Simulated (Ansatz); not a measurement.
# CH7ClO2SiSn: a ladder of functionals and wavefunction methods

Aim: compute CH7ClO2SiSn with functionals from several rungs and with coupled cluster. The yardstick is the atomisation energy at the CCSD(T) limit.

Method: functionals in def2-TZVPP, the program's frozen cores in correlated methods; program: Ansatz 0.2.0, Gaussian basis.

Levels to be run: PBE-D4, r2SCAN-D4, PBE0-D4, B3LYP-D4, ωB97X-V, ωB97M-V, B2PLYP; CCSD(T)/def2-TZVPP; MP2/def2-QZVPP; extrapolation to the limit.

## 1. The relaxed structure

An earlier PBE0-D4 in a triple-zeta def2 set relaxation fixed the geometry. Sn takes the def2 core potential; no spin-orbit term is included.

SMILES `C[O][SnH]([Cl])[O][SiH3]`, 13 atoms, charge 0, spin multiplicity 1.

Atoms are counted from 1 here; the program's logs count them from 0.

Bond lengths: C1–O2 1.413 Å, C1–H7 1.092 Å, C1–H8 1.096 Å, C1–H9 1.096 Å, O2–Sn3 1.937 Å, Sn3–Cl4 2.319 Å, Sn3–O5 1.938 Å, Sn3–H10 1.685 Å, O5–Si6 1.639 Å, Si6–H11 1.485 Å, Si6–H12 1.490 Å, Si6–H13 1.487 Å. Angles: O2–C1–H7 107.6°, O2–C1–H8 112.1°, O2–C1–H9 112.0°, H7–C1–H8 108.2°, H7–C1–H9 108.3°, H8–C1–H9 108.5°, C1–O2–Sn3 120.7°, O2–Sn3–Cl4 107.7°, O2–Sn3–O5 107.9°, O2–Sn3–H10 110.5°, Cl4–Sn3–O5 105.1°, Cl4–Sn3–H10 114.1°, O5–Sn3–H10 111.2°, Sn3–O5–Si6 136.0°, O5–Si6–H11 107.9°, O5–Si6–H12 110.9°, O5–Si6–H13 111.1°, H11–Si6–H12 109.1° and more.

Coordinates:

```xyz
13
CH7ClO2SiSn
C     2.00637   -0.28913    0.86874
O     1.10007    0.43183    1.67853
Sn   -0.80551    0.34773    1.34360
Cl   -1.41918   -1.88807    1.32244
O    -1.12094    0.97652   -0.46271
Si   -1.21218    0.29379   -1.95005
H     3.00707   -0.14023    1.28101
H     1.79309   -1.36429    0.86656
H     2.00501    0.06868   -0.16726
H    -1.64363    1.28138    2.46868
H    -1.12350    1.38191   -2.95658
H    -0.09153   -0.66349   -2.16566
H    -2.49512   -0.43663   -2.12730
```

## 2. PBE-D4 (GGA)

File in.yaml:

```yaml
crystal:
  periodic: [false, false, false]
  atoms:
    - {symbol: C, position_ang: [2.006374, -0.289130, 0.868738]}
    - {symbol: O, position_ang: [1.100070, 0.431833, 1.678525]}
    - {symbol: Sn, position_ang: [-0.805515, 0.347731, 1.343601]}
    - {symbol: Cl, position_ang: [-1.419185, -1.888075, 1.322438]}
    - {symbol: O, position_ang: [-1.120944, 0.976517, -0.462710]}
    - {symbol: Si, position_ang: [-1.212177, 0.293794, -1.950053]}
    - {symbol: H, position_ang: [3.007066, -0.140226, 1.281009]}
    - {symbol: H, position_ang: [1.793086, -1.364287, 0.866562]}
    - {symbol: H, position_ang: [2.005008, 0.068676, -0.167260]}
    - {symbol: H, position_ang: [-1.643626, 1.281383, 2.468682]}
    - {symbol: H, position_ang: [-1.123501, 1.381908, -2.956580]}
    - {symbol: H, position_ang: [-0.091534, -0.663489, -2.165660]}
    - {symbol: H, position_ang: [-2.495121, -0.436634, -2.127303]}
basis:
  gaussian: {orbitals: def2-TZVPP}
hamiltonian: {xc: pbe, dispersion: d4}
output: {forces: true, orbitals: {seedname: orbitals}}
```

On the command line:

```
ansatz run in.yaml --threads 2 --pin off --events-out ev --progress --plain --max-ram 22528MiB --backend cuda --devices 0, --max-vram 18GiB
```

After this run come: r2SCAN-D4 (meta-GGA); PBE0-D4 (hybrid); B3LYP-D4 (hybrid); ωB97X-V (range-separated); ωB97M-V (range-separated); B2PLYP (double hybrid); CCSD(T) in def2-TZVPP; MP2 in def2-QZVPP.

**Question.** What will the summary of the whole plan be? Wanted: atomisation energy, CCSD(T)/CBS; farthest; mean size of error, hybrid; mean size of error, range-separated; gap, smallest and largest; T1 diagnostic; triples share of the correlation energy.

The runs gave:

```
                               quantity                                 value
        atomisation energy, CCSD(T)/CBS                         4386.3 kJ/mol
 functionals within 43.9 kJ/mol (1.0 %)   PBE-D4, r2SCAN-D4, ωB97X-V, ωB97M-V
                               farthest                B2PLYP (-106.5 kJ/mol)
             mean size of error, hybrid                           78.1 kJ/mol
    mean size of error, range-separated                           22.1 kJ/mol
              gap, smallest and largest  4.29 eV (PBE-D4), 11.49 eV (ωB97X-V)
                          T1 diagnostic                                0.0133
triples share of the correlation energy                                 3.5 %
```

What this shows: PBE-D4 is off by -13.3 kJ/mol. Double hybrids carry the basis error of their MP2 part in triple zeta, and no dispersion term here, so their miss is partly the set-up's. Misses under about 43.9 kJ/mol are within the doubt on the reference itself, which lacks core-valence correlation, spin-orbit coupling and higher excitations, and its outer-core shells are covered unevenly. All levels share the lack of spin-orbit coupling, which lowers the free heavy atoms and so the true binding. Hartree-Fock recovers 71 % of the binding; the rest is correlation. Orbital gaps span 4.3 to 11.5 eV; exact exchange widens them. Correlated methods include outer-core shells of Sn, which these sets cover unevenly.
